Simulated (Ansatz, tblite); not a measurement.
# Li₄H₄S₄: isomers side by side

The task here is to estimate one member of a computed series from the others.

Program: Ansatz 0.2.0, Gaussian basis. Level of theory: relaxed with r2SCAN-D4/def2-SVP, singlet. These are calculated values, not measurements.

2 further runs of the same task are left out: 2 set aside as unsound or not needed. Runs told in other sessions of the task aren't counted.

## Where the work starts

12 atoms, charge 0, spin multiplicity 1.

Atoms are counted from 1 here; the program's logs count them from 0.

Bond lengths: Li1–S5 2.253 Å, Li1–S8 2.253 Å, Li2–S5 2.253 Å, Li2–S6 2.253 Å, Li3–S6 2.253 Å, Li3–S7 2.253 Å, Li4–S7 2.253 Å, Li4–S8 2.253 Å, S5–H9 1.320 Å, S6–H10 1.320 Å, S7–H11 1.319 Å, S8–H12 1.319 Å. Angles: S5–Li1–S8 140.0°, S5–Li2–S6 140.1°, S6–Li3–S7 140.1°, S7–Li4–S8 140.1°, Li1–S5–Li2 130.0°, Li1–S5–H9 114.7°, Li2–S5–H9 114.7°, Li2–S6–Li3 129.9°, Li2–S6–H10 114.9°, Li3–S6–H10 114.8°, Li3–S7–Li4 130.0°, Li3–S7–H11 114.9°, Li4–S7–H11 114.9°, Li1–S8–Li4 129.9°, Li1–S8–H12 114.9°, Li4–S8–H12 114.8°.

The isomers as started, chosen beforehand: A: (LiSH)4 ring; B: (LiSH)4 cube. The structure above is A.

Set-up of the first run:

File in.yaml:

```yaml
crystal:
  periodic: [false, false, false]
  atoms:
    - {symbol: Li, position_ang: [-2.160280, 1.183980, -1.507590]}
    - {symbol: Li, position_ang: [1.755780, 2.132790, -0.839750]}
    - {symbol: Li, position_ang: [2.157680, -1.178440, 1.511680]}
    - {symbol: Li, position_ang: [-1.758270, -2.125420, 0.846900]}
    - {symbol: S, position_ang: [-0.300990, 2.440600, -1.706230]}
    - {symbol: S, position_ang: [2.877080, 0.688420, 0.476080]}
    - {symbol: S, position_ang: [0.286960, -2.411180, 1.746620]}
    - {symbol: S, position_ang: [-2.868810, -0.703090, -0.501600]}
    - {symbol: H, position_ang: [-0.484400, 3.609550, -2.290620]}
    - {symbol: H, position_ang: [4.180140, 0.887780, 0.534520]}
    - {symbol: H, position_ang: [0.386610, -3.417720, 2.593760]}
    - {symbol: H, position_ang: [-4.071500, -1.107280, -0.863770]}
basis:
  gaussian: {orbitals: def2-SVP}
hamiltonian: {xc: r2scan, dispersion: d4}
scf: {lower_state_search: "off"}
output: {orbitals: {seedname: orbitals}}
relax: {f_tol: 0.02, max_steps: 100}
```

Started as:

```sh
ansatz run in.yaml --threads 4 --pin off --events-out ev --progress --plain --max-ram 4787MiB
```

Steps of the session up to this table: Relaxing candidate A; Relaxing candidate B; Candidate A, PBE0-D4/def2-TZVP; Candidate A, PBE-D4/def2-TZVP; Candidate A, r2SCAN-D4/def2-TZVP; Candidate A, HSE06-D4/def2-TZVP; Candidate A, B97M-V/def2-TZVP; Candidate A, B3LYP-D4/def2-TZVP; Candidate A, PBE-D4/def2-SVP; Candidate A, PBE0-D4/def2-SVP; Candidate A, HF/STO-3G; Candidate A, CCSD(T)/def2-SVP; Candidate A, MP2/def2-TZVP.

One table of the session follows, with a row left open; its other results are not shown here.

It belongs to the step «A against B». 

```
             method  A above B (kJ/mol)
           GFN1-xTB               113.0
           GFN2-xTB                13.5
          HF/STO-3G               114.5
        HF/def2-SVP                   ?
       HF/def2-TZVP               -37.0
    PBE-D4/def2-SVP                23.8
   PBE-D4/def2-TZVP                 4.9
r2SCAN-D4/def2-TZVP                21.0
   B97M-V/def2-TZVP                 6.9
 B3LYP-D4/def2-TZVP                -6.0
   PBE0-D4/def2-SVP                30.5
  PBE0-D4/def2-TZVP                 8.3
 HSE06-D4/def2-TZVP                 6.8
       MP2/def2-SVP                21.6
      MP2/def2-TZVP                11.4
      CCSD/def2-SVP                15.4
   CCSD(T)/def2-SVP                17.9
```

Q: Estimate the row for HF/def2-SVP from the others.

The run gave: A above B (kJ/mol): -11.0. In the column «A above B (kJ/mol)» it lies between HF/def2-TZVP (-37.0) and B3LYP-D4/def2-TZVP (-6.0).

To keep in mind: Only singlets are compared; another spin may lie lower and prefer another shape.
